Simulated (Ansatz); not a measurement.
# C2H6O2Se: small, medium and large basis sets

How large a basis does C2H6O2Se need? Two functionals are run in growing sets.

Method: one geometry, several basis sets; program: Ansatz 0.2.0, Gaussian basis.

Levels to be run: PBE0-D4/def2-SVP; ωB97M-V/def2-SVP; PBE0-D4/def2-QZVPP; ωB97M-V/def2-QZVPP; the functionals' def2-TZVPP values are taken from earlier runs.

## Step 1: Structure used throughout

All runs share one geometry, relaxed beforehand with PBE0-D4 in a triple-zeta def2 set.

SMILES `C[Se]C(O)O`, 11 atoms, charge 0, spin multiplicity 1.

Atoms are counted from 1 here; the program's logs count them from 0.

Bond lengths: C1–Se2 1.941 Å, C1–H6 1.090 Å, C1–H7 1.089 Å, C1–H8 1.087 Å, Se2–C3 1.970 Å, C3–O4 1.391 Å, C3–O5 1.384 Å, C3–H9 1.093 Å, O4–H10 0.964 Å, O5–H11 0.965 Å. Angles: Se2–C1–H6 106.3°, Se2–C1–H7 110.5°, Se2–C1–H8 109.7°, H6–C1–H7 109.4°, H6–C1–H8 110.1°, H7–C1–H8 110.8°, C1–Se2–C3 98.8°, Se2–C3–O4 107.8°, Se2–C3–O5 108.8°, Se2–C3–H9 109.3°, O4–C3–O5 113.2°, O4–C3–H9 111.8°, O5–C3–H9 105.9°, C3–O4–H10 107.7°, C3–O5–H11 107.5°.

## Step 2: PBE0-D4 in def2-SVP

in.yaml

```yaml
crystal:
  periodic: [false, false, false]
  atoms:
    - {symbol: C, position_ang: [-1.370307, 0.393047, 1.259084]}
    - {symbol: Se, position_ang: [0.513670, 0.809599, 1.048302]}
    - {symbol: C, position_ang: [0.778367, 0.096391, -0.768539]}
    - {symbol: O, position_ang: [0.102150, -1.116136, -0.850751]}
    - {symbol: O, position_ang: [2.136226, -0.019989, -1.009370]}
    - {symbol: H, position_ang: [-1.637359, 0.689064, 2.273106]}
    - {symbol: H, position_ang: [-1.967856, 0.961129, 0.548060]}
    - {symbol: H, position_ang: [-1.526588, -0.674136, 1.127425]}
    - {symbol: H, position_ang: [0.405937, 0.819494, -1.498878]}
    - {symbol: H, position_ang: [0.129950, -1.405858, -1.769974]}
    - {symbol: H, position_ang: [2.501310, -0.609607, -0.337963]}
basis:
  gaussian: {orbitals: def2-SVP}
hamiltonian: {xc: pbe0, dispersion: d4}
output: {orbitals: {seedname: orbitals}}
```

After this run come: ωB97M-V in def2-SVP; PBE0-D4 in def2-QZVPP; ωB97M-V in def2-QZVPP.

Q: Predict the results of all the runs planned. Wanted: PBE0-D4: double and triple zeta above quadruple; ωB97M-V: double and triple zeta above quadruple.

As calculated:

| quantity | value |
| --- | --- |
| PBE0-D4: double and triple zeta above quadruple | 17.23, 1.73 eV |
| ωB97M-V: double and triple zeta above quadruple | 17.40, 1.68 eV |

In words: For PBE0-D4 the step from double to triple zeta gains 15.49 eV and the next only 1.73 eV. Total energies overstate the basis error of differences, where much of it tends to cancel. The LUMO of ωB97M-V is positive and keeps falling with the basis (2.61 to 1.60 eV): an unbound level that the basis holds in place.
